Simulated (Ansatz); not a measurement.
# B18SN17: the cost of one run

Computed with Ansatz 0.2.0 (DFT, PBE, plane-wave PAW, default files, scalar-relativistic, as far as a step names no other, unless a step's input says otherwise).

The COD entry's cell or inner coordinates are ideal or old and differ from later refinements, so a difference from it is no clean test against experiment.

## (1) The system as given

The structure is hexagonal, space group P-6m2 (No. 187). Conventional cell: a = 7.495 Å, b = 7.495 Å, c = 6.636 Å, α = 90.00°, β = 90.00°, γ = 120.00°. B (site symmetry -6m2) has 3 N at 1.44 Å as nearest neighbours. B (site symmetry m) has 3 N at 1.44 Å as nearest neighbours. Around B (site symmetry mm2) lie 2 N at 1.44 Å and 1 S at 1.44 Å. Around B (site symmetry mm2) lie 3 N at 1.44 Å. Around S (site symmetry -6m2) lie 3 B at 1.44 Å. Only part of the 14 independent sites is listed.

As a file:

```
B S N
1.0
     7.49472    0.00000    0.00000
    -3.74736    6.49062    0.00000
     0.00000    0.00000    6.63570
B S N
18 1 17
Direct
  0.11111 0.22222 0.25000
  0.11111 0.55556 0.25000
  0.11111 0.88889 0.25000
  0.44444 0.22222 0.25000
  0.44444 0.55556 0.25000
  0.44444 0.88889 0.25000
  0.77778 0.22222 0.25000
  0.77778 0.55556 0.25000
  0.77778 0.88889 0.25000
  0.22222 0.11111 0.75000
  0.22222 0.44444 0.75000
  0.22222 0.77778 0.75000
  0.55556 0.11111 0.75000
  0.55556 0.44444 0.75000
  0.55556 0.77778 0.75000
  0.88889 0.11111 0.75000
  0.88889 0.44444 0.75000
  0.88889 0.77778 0.75000
  0.11111 0.22222 0.75000
  0.11111 0.55556 0.75000
  0.11111 0.88889 0.75000
  0.44444 0.22222 0.75000
  0.44444 0.55556 0.75000
  0.44444 0.88889 0.75000
  0.77778 0.22222 0.75000
  0.77778 0.55556 0.75000
  0.77778 0.88889 0.75000
  0.22222 0.11111 0.25000
  0.22222 0.44444 0.25000
  0.22222 0.77778 0.25000
  0.55556 0.11111 0.25000
  0.55556 0.44444 0.25000
  0.55556 0.77778 0.25000
  0.88889 0.11111 0.25000
  0.88889 0.44444 0.25000
  0.88889 0.77778 0.25000
```

Atom 19 of the input is the impurity.

## (2) First run, atoms as given

input.yaml reads:

```yaml
crystal:
  lattice:
    - [7.49472, 0.0, 0.0]
    - [-3.74736, 6.4906179144, 0.0]
    - [0.0, 0.0, 6.6357]
  atoms:
    - { symbol: B, position: [0.1111111111, 0.2222222222, 0.25] }
    - { symbol: B, position: [0.1111111111, 0.5555555556, 0.25] }
    - { symbol: B, position: [0.1111111111, 0.8888888889, 0.25] }
    - { symbol: B, position: [0.4444444444, 0.2222222222, 0.25] }
    - { symbol: B, position: [0.4444444444, 0.5555555556, 0.25] }
    - { symbol: B, position: [0.4444444444, 0.8888888889, 0.25] }
    - { symbol: B, position: [0.7777777778, 0.2222222222, 0.25] }
    - { symbol: B, position: [0.7777777778, 0.5555555556, 0.25] }
    - { symbol: B, position: [0.7777777778, 0.8888888889, 0.25] }
    - { symbol: B, position: [0.2222222222, 0.1111111111, 0.75] }
    - { symbol: B, position: [0.2222222222, 0.4444444444, 0.75] }
    - { symbol: B, position: [0.2222222222, 0.7777777778, 0.75] }
    - { symbol: B, position: [0.5555555556, 0.1111111111, 0.75] }
    - { symbol: B, position: [0.5555555556, 0.4444444444, 0.75] }
    - { symbol: B, position: [0.5555555556, 0.7777777778, 0.75] }
    - { symbol: B, position: [0.8888888889, 0.1111111111, 0.75] }
    - { symbol: B, position: [0.8888888889, 0.4444444444, 0.75] }
    - { symbol: B, position: [0.8888888889, 0.7777777778, 0.75] }
    - { symbol: S, position: [0.1111111111, 0.2222222222, 0.75], spin: 1.0 }
    - { symbol: "N", position: [0.1111111111, 0.5555555556, 0.75] }
    - { symbol: "N", position: [0.1111111111, 0.8888888889, 0.75] }
    - { symbol: "N", position: [0.4444444444, 0.2222222222, 0.75] }
    - { symbol: "N", position: [0.4444444444, 0.5555555556, 0.75] }
    - { symbol: "N", position: [0.4444444444, 0.8888888889, 0.75] }
    - { symbol: "N", position: [0.7777777778, 0.2222222222, 0.75] }
    - { symbol: "N", position: [0.7777777778, 0.5555555556, 0.75] }
    - { symbol: "N", position: [0.7777777778, 0.8888888889, 0.75] }
    - { symbol: "N", position: [0.2222222222, 0.1111111111, 0.25] }
    - { symbol: "N", position: [0.2222222222, 0.4444444444, 0.25] }
    - { symbol: "N", position: [0.2222222222, 0.7777777778, 0.25] }
    - { symbol: "N", position: [0.5555555556, 0.1111111111, 0.25] }
    - { symbol: "N", position: [0.5555555556, 0.4444444444, 0.25] }
    - { symbol: "N", position: [0.5555555556, 0.7777777778, 0.25] }
    - { symbol: "N", position: [0.8888888889, 0.1111111111, 0.25] }
    - { symbol: "N", position: [0.8888888889, 0.4444444444, 0.25] }
    - { symbol: "N", position: [0.8888888889, 0.7777777778, 0.25] }
magnetization:
  spin_polarized: true
kpoints:
  mp_grid: { grid: [3, 3, 3] }
scf:
  occupations: { method: fermi_dirac, width: 0.01 }
hamiltonian:
  xc: pbe
  pseudopotentials: { kind: paw }
output:
  forces: true
  stress: true
  populations: true
  efg:
    quadrupole_moments_barn: { B: 0.04059, S: -0.0694, "N": 0.02044 }
    contact_densities: true
  write_density: true
  write_potential: true
  elf: true
  volumetric_format: npy
```

Run with:

```sh
ansatz run input.yaml --threads 1 --pin off --max-ram 3072MiB --backend cpu --events-out ev --progress --plain --runs-dir out
```

Q: Estimate wall time and peak memory on 1 thread of Arm Neoverse N1, shared host.

About 3 min, with a peak of 0.8 GiB.
